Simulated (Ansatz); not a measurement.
# B3LYP/cc-pVDZ run of C2H4FGa (SMILES C=[CH][GaH][F])

Aim: the vertical singlet–triplet gap of C2H4FGa at B3LYP/cc-pVDZ, from 2 runs. 

Program for the calculation: Ansatz 0.2.0.

67 further runs of the same task are left out: 2 that didn't finish, 65 set aside as unsound or not needed.

## (1) Starting point

The species is C2H4FGa (8 atoms), meant as a singlet with charge 0. As SMILES, `C=[CH][GaH][F]`. The coordinates come from a PBE0-D4/def2-TZVP relaxation. This is one conformer, not always the lowest.

Bond lengths: C1–C2 1.332 Å, C2–Ga3 1.936 Å, Ga3–F4 1.763 Å, C1–H5 1.088 Å, C1–H6 1.088 Å, C2–H7 1.087 Å, Ga3–H8 1.557 Å. Angles: C1–C2–Ga3 120.9°, C2–Ga3–F4 115.4°, C1–C2–H7 118.8°, Ga3–C2–H7 120.3°, C2–C1–H5 122.2°, C2–C1–H6 122.3°, C2–Ga3–H8 129.9°, F4–Ga3–H8 114.7°, H5–C1–H6 115.5°.

## (2) A single-point energy at B3LYP/cc-pVDZ

The input, in.yaml:

```yaml
crystal:
  periodic: [false, false, false]
  atoms:
    - {symbol: C, position_ang: [-0.837100, 1.175400, 0.060900]}
    - {symbol: C, position_ang: [0.342600, 0.569500, -0.065000]}
    - {symbol: Ga, position_ang: [0.481700, -1.360200, -0.007600]}
    - {symbol: F, position_ang: [2.110500, -2.006100, -0.199600]}
    - {symbol: H, position_ang: [-1.762100, 0.620500, 0.200100]}
    - {symbol: H, position_ang: [-0.941100, 2.257800, 0.031600]}
    - {symbol: H, position_ang: [1.232300, 1.179600, -0.202300]}
    - {symbol: H, position_ang: [-0.626900, -2.436700, 0.182000]}
basis:
  gaussian:
    orbitals: cc-pVDZ
hamiltonian:
  xc: {name: B3LYP}
accuracy: high
output: {orbitals: {seedname: orbitals}}
```

On the command line:

```sh
ansatz run in.yaml --threads 1 --pin off --max-ram 3480MiB --events-out events.jsonl --progress --plain --runs-dir runs
```

What it wrote:

```text
Warning: RAYON_NUM_THREADS=1 ignored (pool sized by the plan → 1); use --threads N
Functional definition: B3LYP
  name "B3LYP"
  parameter a0 = 0.2
  parameter ax = 0.72
  parameter ac = 0.81
  exchange = (1 - a0 - ax)*slater_x + ax*b88_x + a0*exact_x
  correlation = (1 - ac)*vwn_rpa_c + ac*lyp_c
2037 factors; integrals over basis functions are off by at most 4.6e-9 eV
mean field evaluation 1: about -57227.7638 eV, gradient 5.6e1 eV
mean field evaluation 2: about -57216.8374 eV, gradient 9.3e1 eV
mean field evaluation 4: about -57234.8141 eV, gradient 5.3e0 eV
mean field evaluation 8: about -57234.9747 eV, gradient 4.7e-1 eV
mean field evaluation 16: about -57234.9753 eV, gradient 1.8e-5 eV
mean field -57234.97530855 eV, -2103.3465473297 hartree, gradient 6.2e-8 eV, S^2 0.000000; 0 other end points of the search recorded, 0 dependent functions left out
reference -57234.97535040 eV, -2103.3465488675 hartree; 28, 28 occupied and 61, 61 virtual orbitals, 2037 factors
Total energy: -57234.97535040 eV, -2103.3465488675 hartree
```

Run time: 10 s. Hardware: 1 thread of Arm Neoverse V1, shared host; peak memory 0.32 GiB.

## (3) The triplet, same level

The input, run.yaml:

```yaml
crystal:
  periodic: [false, false, false]
  atoms:
    - symbol: C
      position_ang: [-0.837100, 1.175400, 0.060900]
    - symbol: C
      position_ang: [0.342600, 0.569500, -0.065000]
    - symbol: Ga
      position_ang: [0.481700, -1.360200, -0.007600]
    - symbol: F
      position_ang: [2.110500, -2.006100, -0.199600]
    - symbol: H
      position_ang: [-1.762100, 0.620500, 0.200100]
    - symbol: H
      position_ang: [-0.941100, 2.257800, 0.031600]
    - symbol: H
      position_ang: [1.232300, 1.179600, -0.202300]
    - symbol: H
      position_ang: [-0.626900, -2.436700, 0.182000]
basis:
  gaussian:
    orbitals: cc-pVDZ
magnetization:
  spin_polarized: true
  initial_magnetization: 2
hamiltonian:
  xc: {name: B3LYP}
accuracy: high
output: {orbitals: {seedname: orbitals}}
```

On the command line:

```sh
ansatz run run.yaml --threads 1 --pin off --max-ram 3480MiB --events-out events.jsonl --progress --plain --runs-dir runs
```

What it wrote, cut to the lines that bear on the results:

```text
Warning: RAYON_NUM_THREADS=1 ignored (pool sized by the plan → 1); use --threads N
[... 7 set-up lines as earlier in the session ...]
2037 factors; integrals over basis functions are off by at most 4.6e-9 eV
mean field evaluation 1: about -57216.3936 eV, gradient 4.9e1 eV
mean field evaluation 2: about -57127.9514 eV, gradient 1.1e2 eV
mean field evaluation 4: about -57227.2353 eV, gradient 2.5e1 eV
mean field evaluation 8: about -57230.6958 eV, gradient 6.9e-1 eV
mean field evaluation 16: about -57230.8092 eV, gradient 3.0e-3 eV
mean field evaluation 32: about -57230.8092 eV, gradient 4.4e-8 eV
mean field -57230.80919706 eV, -2103.1934455560 hartree, gradient 4.4e-8 eV, S^2 2.005359; 2 other end points of the search recorded, 0 dependent functions left out
reference -57230.80923853 eV, -2103.1934470802 hartree; 29, 27 occupied and 60, 62 virtual orbitals, 2037 factors
Total energy: -57230.80923853 eV, -2103.1934470802 hartree
```

Run time: 25 s. Hardware: 1 thread of Arm Neoverse V1, shared host; peak memory 0.48 GiB.

## (4) Outcome

Level: B3LYP/cc-pVDZ.

| quantity | value |
| --- | --- |
| singlet: total energy | -2103.34655 Eh |
| singlet: HOMO energy | -8.09 eV |
| singlet: LUMO energy | -1.77 eV |
| singlet: HOMO–LUMO gap | 6.32 eV |
| triplet: total energy | -2103.19345 Eh |
| triplet: HOMO energy (highest over α and β) | -4.13 eV |
| triplet: ⟨S²⟩ | 2.005 |
| vertical energy of the triplet above the singlet | 4.166 eV |

**Reading.** At this shape the triplet lies 4.17 eV (96 kcal/mol) above the singlet.
